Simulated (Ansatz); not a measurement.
NaHg2, space group P6/mmm: an equation of state with a fit, run with the Ansatz DFT code, driven from Python.

The script, `eos_nahg2.py`:
```python
'''Bulk modulus of NaHg2 from an E(V) curve.'''

import ansatz as az
import numpy as np

FUNCTIONAL = 'r2SCAN'
OCCUPATIONS = 'methfessel_paxton'
SIGMA = 0.1
CUTOFF_EV = 600
KMESH = (7, 7, 9)

vectors0 = np.array([
    [5.029, 0.0, 0.0],
    [-2.5145, 4.355242, 0.0],
    [0.0, 0.0, 3.2304],
])
sites = [
    ('Na', [0.0, 0.0, 0.0]),
    ('Hg', [1 / 3, 2 / 3, 0.5]),
    ('Hg', [2 / 3, 1 / 3, 0.5]),
]


def on_lattice(cell):
    crystal = az.Crystal(lattice=az.Lattice.of(cell))
    for symbol, position in sites:
        crystal = crystal.atom(symbol, position)
    return crystal


def main() -> None:
    # scale the volume, keep shape and fractions
    volumes, energies, pressures = [], [], []
    for scale in np.linspace(0.92, 1.08, 7):
        cell = vectors0 * scale ** (1 / 3)
        calculation = (
            on_lattice(cell).calculation()
            .functional(FUNCTIONAL)
            .occupations(OCCUPATIONS, width=SIGMA)
            .basis(CUTOFF_EV)
            .kpoints(*KMESH)
            .stress()
        )
        report = calculation.run(threads=1).report
        volumes.append(abs(np.linalg.det(cell)) / len(sites))
        energies.append(report['free_energy_ev'] / len(sites))
        pressures.append(np.trace(report['stress_gpa']) / 3)
        print(f'V = {volumes[-1]:8.4f} A^3/atom  F = {energies[-1]:.5f} eV/atom  P = {pressures[-1]:8.3f} GPa')

    # third-order Birch-Murnaghan: a cubic in V^(-2/3)
    x = np.array(volumes) ** (-2 / 3)
    poly = np.polynomial.Polynomial.fit(x, energies, 3).convert()
    roots = poly.deriv().roots()
    x0 = min((r.real for r in roots if abs(r.imag) < 1e-9 and poly.deriv(2)(r.real) > 0), key=lambda r: abs(r - x.mean()))
    v0 = x0 ** -1.5
    b0 = 4 / 9 * poly.deriv(2)(x0) * v0 ** (-7 / 3) * 160.21766
    b1 = 4 + 2 / 3 * x0 * poly.deriv(3)(x0) / poly.deriv(2)(x0)
    print(f'V0 = {v0:.4f} A^3/atom, B0 = {b0:.1f} GPa, dB/dP = {b1:.2f}')


if __name__ == '__main__':
    main()
```

Where does the minimum lie against the volume typed, and how stiff is the crystal?

A third-order Birch-Murnaghan fit through the 7 points has its minimum at 24.41 Å³ an atom, 3.5 % above the typed cell, with a bulk modulus of 27 GPa. From that minimum the energy rises by 34.0 meV an atom on the compressed side and 3.5 meV on the expanded side.

What the script printed:

```console
$ python eos_nahg2.py
V =  21.6979 A^3/atom  F = -9714.99100 eV/atom  P =    4.609 GPa
V =  22.3268 A^3/atom  F = -9715.00627 eV/atom  P =    3.215 GPa
V =  22.9557 A^3/atom  F = -9715.01651 eV/atom  P =    2.035 GPa
V =  23.5846 A^3/atom  F = -9715.02247 eV/atom  P =    1.018 GPa
V =  24.2135 A^3/atom  F = -9715.02482 eV/atom  P =    0.228 GPa
V =  24.8425 A^3/atom  F = -9715.02445 eV/atom  P =   -0.413 GPa
V =  25.4714 A^3/atom  F = -9715.02151 eV/atom  P =   -1.083 GPa
V0 = 24.4114 A^3/atom, B0 = 27.1 GPa, dB/dP = 6.40
```

Caveats:
- Total energies depend on the potentials; only differences at equal settings carry meaning.
- Shape and fractional positions are held along the curve, so the bulk modulus is an upper value where they are free to relax.
- The mesh is modest for a metal, so energies can be off by several to tens of meV an atom and pressures by half a GPa or more; differences at equal mesh fare better.
- Pressure is positive in compression.
- Spin-orbit coupling, which matters for elements this heavy, is left out.
- The structure is a deposited one; some such entries were measured under pressure or heat, so a shift against it needn't be the functional's error alone.
- Hardware and time: 78 s on 1 thread of Intel(R) Xeon(R) Processor @ 2.30GHz, on a shared host, peak memory 0.85 GiB.
